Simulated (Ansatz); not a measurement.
# CH6Cl2Si2: how energies converge with the basis set

The task here is to estimate one member of a computed series from the others.

Computed with Ansatz 0.2.0, Gaussian basis. Level: one geometry, several basis sets.

Levels to be run: PBE0-D4/def2-SVP; ωB97M-V/def2-SVP; PBE0-D4/def2-QZVPP; ωB97M-V/def2-QZVPP; the functionals' def2-TZVPP values are taken from earlier runs.

### The geometry

An earlier PBE0-D4 in a triple-zeta def2 set relaxation fixed the geometry.

SMILES `[SiH3]C[SiH](Cl)Cl`, 11 atoms, charge 0, spin multiplicity 1.

Atoms are counted from 1 here; the program's logs count them from 0.

Bond lengths: Si1–C2 1.881 Å, Si1–H6 1.486 Å, Si1–H7 1.487 Å, Si1–H8 1.483 Å, C2–Si3 1.845 Å, C2–H9 1.096 Å, C2–H10 1.095 Å, Si3–Cl4 2.049 Å, Si3–Cl5 2.049 Å, Si3–H11 1.477 Å. Angles: C2–Si1–H6 109.7°, C2–Si1–H7 109.9°, C2–Si1–H8 110.3°, H6–Si1–H7 108.7°, H6–Si1–H8 109.2°, H7–Si1–H8 109.1°, Si1–C2–Si3 114.8°, Si1–C2–H9 109.0°, Si1–C2–H10 109.2°, Si3–C2–H9 107.3°, Si3–C2–H10 109.0°, H9–C2–H10 107.3°, C2–Si3–Cl4 109.9°, C2–Si3–Cl5 110.6°, C2–Si3–H11 112.6°, Cl4–Si3–Cl5 108.6°, Cl4–Si3–H11 107.6°, Cl5–Si3–H11 107.4°.

Set-up of the first run:

in.yaml reads:

```yaml
crystal:
  periodic: [false, false, false]
  atoms:
    - {symbol: Si, position_ang: [-1.321379, 0.759629, 0.593822]}
    - {symbol: C, position_ang: [0.501315, 0.554217, 0.174877]}
    - {symbol: Si, position_ang: [0.915746, -0.993604, -0.739580]}
    - {symbol: Cl, position_ang: [0.274148, -2.623097, 0.323503]}
    - {symbol: Cl, position_ang: [2.940647, -1.149107, -1.013007]}
    - {symbol: H, position_ang: [-1.584348, 2.161327, 1.012128]}
    - {symbol: H, position_ang: [-2.152743, 0.455478, -0.601184]}
    - {symbol: H, position_ang: [-1.702830, -0.157709, 1.695350]}
    - {symbol: H, position_ang: [0.821310, 1.396337, -0.449608]}
    - {symbol: H, position_ang: [1.089238, 0.591974, 1.097575]}
    - {symbol: H, position_ang: [0.284393, -1.052448, -2.073277]}
basis:
  gaussian: {orbitals: def2-SVP}
hamiltonian: {xc: pbe0, dispersion: d4}
output: {orbitals: {seedname: orbitals}}
```

Steps of the session up to this table: PBE0-D4 in def2-SVP; ωB97M-V in def2-SVP; PBE0-D4 in def2-QZVPP; ωB97M-V in def2-QZVPP.

One of the session's tables, all rows but one given; the rest of the session is left out.

```
functional       basis  HOMO (eV)  LUMO (eV)
   PBE0-D4    def2-SVP      -8.72       0.56
   PBE0-D4  def2-TZVPP      -8.80       0.25
   PBE0-D4  def2-QZVPP      -8.82       0.09
   ωB97M-V    def2-SVP          ?          ?
   ωB97M-V  def2-TZVPP     -10.99       1.89
   ωB97M-V  def2-QZVPP     -11.02       1.42
```

Q: Estimate the row for ωB97M-V, def2-SVP from the others.

As computed: HOMO (eV): -10.87; LUMO (eV): 2.52. In the column «HOMO (eV)» it lies between ωB97M-V, def2-TZVPP (-10.99) and PBE0-D4, def2-QZVPP (-8.82).
